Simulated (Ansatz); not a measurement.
# LiTiB4 (P6/mmm) in Ansatz: settings compared, part 2 of 2

Ansatz 0.2.0. The steps go on from the part before.

### Step 3. Relaxation of cell and atoms, BLYP

Contents of input.yaml:

```yaml
crystal:
  lattice:
    - [3.02096, 0.0, 0.0]
    - [-1.51048, 2.61623, 0.0]
    - [0.0, 0.0, 6.76085]
  atoms:
    - { symbol: Li, position: [0.0, 0.0, 0.5] }
    - { symbol: Ti, position: [0.0, 0.0, 0.0] }
    - { symbol: B, position: [0.33333, 0.66667, 0.76734] }
    - { symbol: B, position: [0.66667, 0.33333, 0.76734] }
    - { symbol: B, position: [0.33333, 0.66667, 0.23266] }
    - { symbol: B, position: [0.66667, 0.33333, 0.23266] }
hamiltonian:
  xc: blyp
  pseudopotentials: { kind: paw }
kpoints:
  mp_grid: { grid: [7, 7, 3] }
scf:
  occupations: { method: fermi_dirac, width: 0.05 }
output:
  forces: true
  stress: true
  eigenvalues: true
  write_density: true
  write_potential: true
  elf: true
  volumetric_format: npy
relax:
  f_tol: 0.01
  max_steps: 40
  cell: { stress_tol: 0.05 }
```

Potentials or basis: Ansatz PAW.

The run is started by

```bash
$ ansatz run input.yaml --threads 2 --pin off --max-ram 5632MiB --backend cpu --events-out ev --progress --plain --runs-dir out
```

What it wrote:

```text
Warning: the atoms were moved onto the symmetric positions of the space group found under crystal.symmetry.tolerance 1.0e-5 (fractional; no operation is sought that the atoms, as they stand in a round, miss by more than twice it, and no atom is moved by as much as it), and the run uses the moved positions. Before a round's move an operation carried an atom to 3.02e-5 Å from where it should land, the largest such distance. Atom 2 (counting from 0) moved farthest, by 1.74e-5 Å; the longest move in fractions of the cell, of whichever atom, is 0.47 of the tolerance, in 1 round. To run the atoms as typed, lower crystal.symmetry.tolerance until the operations that they miss are no longer found, or set crystal.symmetry.detect: false (a key that needs symmetry detection or time reversal refuses this as the deck is read). The positions used, in the order of the run's atom list: position: [0.0, 0.0, 0.5]; position: [0.0, 0.0, 0.0]; position: [0.3333333333333333, 0.6666666666666666, 0.76734]; position: [0.6666666666666666, 0.3333333333333333, 0.76734]; position: [0.3333333333333333, 0.6666666666666666, 0.23266]; position: [0.6666666666666666, 0.3333333333333333, 0.23266]; The lattice was moved too: crystal.lattice keeps the space group found at crystal.symmetry.tolerance 1.0e-5 only nearly: the operation that it misses by the most changes a squared length by the fraction 1.26e-6. The run uses the lattice that is a stretch of the typed one, with no rotation, onto the one that keeps every operation to a double's rounding (on a very oblique basis the stretch itself rounds by more); the deck's lattice vector that moved farthest moved by 1.09e-6 Å. To run the lattice as typed, set crystal.symmetry.tolerance under 1.25e-6, the least fraction by which an operation that the lattice misses changes a squared length (the same key also sets how far an atom may lie from its image, so lowering it can lose operations that the atoms keep only within it), or set crystal.symmetry.detect: false, as for the atoms. crystal.lattice made exact, in Å and degrees: [[3.020961094762173, 0.0, 0.0], [-1.5104805473810865, 2.6162290519084905, 0.0], [0.0, 0.0, 6.76085]]. Pasted over the deck's crystal.lattice, beside positions in fractional coordinates, it runs the same cell (given as lengths and angles, that cell in the form's own orientation, a rigid turn of the misfit's size from the one run here, for which a checkpoint.post_process_only pass over this run's state can be refused: where this run relaxes nothing, give such a pass this deck's own crystal.lattice, as typed; behind a relaxation, as crystal.lattice, the state's own cell, identity.cell in its checkpoint.json), and a matrix so pasted ends this notice, except on a very skew basis of the lattice, where the rounding of the pasted numbers themselves can read as a misfit: the cell is then moved again, and that move is told again. The lattice as run is in this notice's lattice.as_run_ang field (Run.prep()["deck_notices"] in Python, the deck_notice line of an events file, deck_notices of ansatz run --dry-run=json, or deck_notices in record.json in the deck's checkpoint.write directory).
Warning: RAYON_NUM_THREADS=2 ignored (pool sized by the plan → 2); use --threads N
Engine: ansatz 0.2.0, x86_64-unknown-linux-gnu
Pseudopotentials: kind: paw
Pseudopotential: Li, paw, valence charge 3, recommended cutoff 420 eV (normal), Li.paw.azcp
Pseudopotential: Ti, paw, valence charge 12, recommended cutoff 420 eV (normal), Ti.paw.azcp
Pseudopotential: B, paw, valence charge 3, recommended cutoff 420 eV (normal), B.paw.azcp
Functional definition: BLYP
  parameter beta = 0.0042
  parameter a = 0.04918
  parameter b = 0.132
  parameter c = 0.2533
  parameter d = 0.349
  exchange = b88_x(beta = beta)
  correlation = lyp_c(a = a, b = b, c = c, d = d)
Crystal: 6 atoms, lattice volume = 53.435 Å³
Basis set: ecut = 420 eV, 1007 PW (Γ), exchange–correlation on 48×48×96 points (8 copies of the dense FFT grid, shifted against one another)
Bands: 20, of which v1, the nominal top of the filled ones, is band 14 counted from 1 (13 counted from 0)
Symmetry: 24 space group operations
Space group: P6/mmm (ITA 191), of the structure as read, at distance tolerance 3.8e-5 Å
k-points: 16 of 147
Non-local potential: Li, projectors of the file, l = 0: 3, l = 1: 2, l = 2: 1
Non-local potential: Ti, projectors of the file, l = 0: 3, l = 1: 2, l = 2: 3, l = 3: 1
Non-local potential: B, projectors of the file, l = 0: 2, l = 1: 2, l = 2: 1
PAW form: soft (Blöchl's): semilocal exchange-correlation on the pseudo side does not see the compensation charge
PAW frozen core: Ti, regenerated for the run's functional, and the local potential with it (the file was generated under x = pbe(κ = 0.804, μ = 0.2195149727645171), c = pbe(β = 0.06672455060314922))
PAW frozen core: B, regenerated for the run's functional, and the local potential with it (the file was generated under x = pbe(κ = 0.804, μ = 0.2195149727645171), c = pbe(β = 0.06672455060314922))
PAW one-centre angular grid: Li, 110 points (default); XC on 96 Gauss nodes
PAW one-centre angular grid: Ti, 590 points (default); XC on 64 Gauss nodes
PAW one-centre angular grid: B, 110 points (default); XC on 64 Gauss nodes
Initial density: superposition of atomic densities (neutral atoms: chi_scale 0, normalization atom), corrected by the library's trained network
Initial wavefunctions: pseudopotential atomic-orbital guess
Functional: x = b88, c = lyp
[... 90 lines left out ...]
basis re-selected at this cell: Δ(F+E_penalty+E_count) = -1.336e-5 eV, ΔP = +0.000 GPa vs the last step (what re-selecting the basis moved, of the pressure what is left beyond the Pulay correction that the steps carried, after the strain that the cell walked since its last selection, with what the two solves' SCF thresholds leave and, on support functions, any second-order correction that the steps lacked; it is no measure of the basis error at this ecutwfc). This SCF's stress stands 2.56e-3 GPa from its target on what of the cell is left free (relax.cell.stress_tol is 5.00e-2 GPa) and its largest allowed force component is 1.18e-4 eV/Å (relax.f_tol is 1.00e-2 eV/Å): within both
SCF converged after 7 iterations
Free energy (F): -3339.244583 eV
Harris-Foulkes:  -3339.244583 eV  (|F-HF|=9.09e-13)
Internal energy: -3339.229126 eV  (E = F + TS)
E sigma→0 (E₀):  -3339.236854 eV
Entropy (-TS):   -0.015457 eV (-2.576 meV/atom)
Fermi energy:    9.702316 eV
--- Per-component energies (eV) ---
  E_band       = -215.220372
  E_kinetic    = 493.240751
  E_local      = -1620.755828  (includes V_loc(G=0)·N_el)
  E_nonlocal   = 21.709778
  E_hartree    = 684.318463
  E_xc         = -232.617879
  E_vxc        = -282.955062  (∫ρ·V_xc dr)
  E_paw        = -1397.651033  (= ΣΔE_a)
  E_vpaw       = -195.097038  (= ΣTr[D̂ρ^β])
  E_aug_tail   = 0.000100  (compensation charges beyond the density's cutoff)
  E_ewald      = -1287.493469
  E_core_change = 0.019991  (= ΣΔE_core)
  E_smearing   = -0.015457  (= −TS)
  E_closure    = 0.000000  (closes the sum)
  Σ components = -3339.244583   (vs F -3339.244583, Δ=0.00e0)
--- Forces (eV/Å), atoms counted from 1 ---
  atom   1  Li     0.00000000     0.00000000     0.00000000
  atom   2  Ti    -0.00000000     0.00000000     0.00000000
  atom   3  B      0.00000000    -0.00000000    -0.00011756
  atom   4  B     -0.00000000     0.00000000    -0.00011756
  atom   5  B      0.00000000    -0.00000000     0.00011756
  atom   6  B      0.00000000     0.00000000     0.00011756
  max |Σ_I F_I| component: 1.48e-16 eV/Å
--- Stress (GPa, compression-positive) ---
        0.000812       0.000000       0.000000
        0.000000       0.000812       0.000000
        0.000000       0.000000       0.002561
  P = ⅓ Tr σ = 0.0014 GPa (0.014 kbar)
--- Band table (eV; the first three rows and the last of 16) ---
  k-point 0: bands = ["-46.8723", "-36.2306", "-23.4132", "-22.9565", "-22.9565", "-2.0262", "-0.7377", "4.0895", "7.9193", "8.6370", "8.6370", "9.9014", "10.5247", "10.5247", "10.8811", "10.8811", "12.9555", "12.9555", "16.7912", "16.9523"]
  k-point 1: bands = ["-46.8723", "-36.2306", "-23.4132", "-22.9565", "-22.9565", "-1.9421", "-0.9046", "4.6088", "6.9060", "8.6518", "8.6518", "10.4780", "10.4780", "10.5166", "10.8743", "10.8743", "13.0015", "13.0015", "17.1778", "17.1778"]
  k-point 2: bands = ["-46.8625", "-36.2281", "-23.3990", "-23.0293", "-22.9730", "-1.6586", "-0.4779", "4.5010", "7.6406", "7.7162", "8.5821", "8.8889", "9.0120", "9.9743", "11.9329", "12.2456", "12.2894", "12.4415", "16.8247", "17.4626"]
  k-point 15: bands = ["-46.8157", "-36.2161", "-23.3310", "-23.2593", "-23.1608", "1.9564", "2.1214", "3.5390", "3.7038", "4.9159", "5.4443", "8.1831", "9.1567", "9.2013", "10.4219", "12.2820", "13.3276", "14.4783", "15.1485", "15.6088"]
--- Relaxed structure (5 steps of the walk, 5 accepted, 2 SCFs on fresh bases) ---
  F+E_penalty+E_count = -3339.24458298 eV   max|allowed force component| = 1.176e-4 eV/Å   (the final SCF, on the basis selected at the relaxed cell)
  cell:  # Å, volume = 54.7475 Å³
    - [3.0338053705084866, -2.059603505115597e-34, 2.3170539432550475e-34]
    - [-1.5169026852542433, 2.6273525209980106, 9.761919860528353e-19]
    - [5.1855199921034215e-34, 2.522671928931764e-18, 6.868438022246662]
  atoms:
    - { symbol: Li, position: [9.62964972193618e-35, 1.925929944387236e-34, 0.49999999999999994] }
    - { symbol: Ti, position: [7.535381210302514e-35, -4.088109662599917e-35, 2.6727462091440785e-21] }
    - { symbol: B, position: [0.3333333333333333, 0.6666666666666666, 0.7672369121035924] }
    - { symbol: B, position: [0.6666666666666666, 0.3333333333333333, 0.7672369121035924] }
    - { symbol: B, position: [0.3333333333333333, 0.6666666666666666, 0.23276308789640757] }
    - { symbol: B, position: [0.6666666666666666, 0.3333333333333333, 0.23276308789640757] }
```

Run time: 5.2 s. Hardware: 2 threads of AMD EPYC 7R32 (Zen 2), shared host; peak memory 0.42 GiB.

What came out:

| Item | Value |
| --- | --- |
| Free energy | -3339.2446 eV |
| Relaxed volume | 9.12 Å³/atom |
| Relaxed cell | a = 3.034 Å, b = 3.034 Å, c = 6.868 Å, α = 90.00°, β = 90.00°, γ = 120.00° |
| Space group after relaxing (to 0.05 Å) | P6/mmm (No. 191) |
| Energy gained by relaxing | 2.9 meV/atom |
| Ionic steps | 7 |
| Pressure after relaxing | 0.0 GPa |
| Band gap on the k mesh | none (metal or under the smearing width) |

Step by step:
| step | energy change (eV) | largest force (eV/Å) | volume (Å³) |
| --- | --- | --- | --- |
| 1 | 0.0000 | 0.1425 | 53.43 |
| 2 | -0.0144 | 0.0222 | 54.41 |
| 3 | -0.0149 | 0.0009 | 54.77 |
| 4 | -0.0152 | 0.0001 | 54.72 |
| 5 | -0.0176 | 0.0002 | 54.72 |
| 6 | -0.0175 | 0.0001 | 54.75 |
| 7 | -0.0176 | 0.0001 | 54.75 |

Final structure:
```
Li Ti B
1.0
     3.03381    0.00000    0.00000
    -1.51690    2.62735    0.00000
     0.00000    0.00000    6.86844
Li Ti B
1 1 4
Direct
  0.00000 0.00000 0.50000
  0.00000 0.00000 0.00000
  0.33333 0.66667 0.76724
  0.66667 0.33333 0.76724
  0.33333 0.66667 0.23276
  0.66667 0.33333 0.23276
```

Caveat: the plane-wave basis is chosen anew once the cell has moved, so the energies of steps on either side of that aren't comparable; the PAW data sets come from PBE, with cores solved anew for the run's functional, which leaves a small shift of forces and pressure.
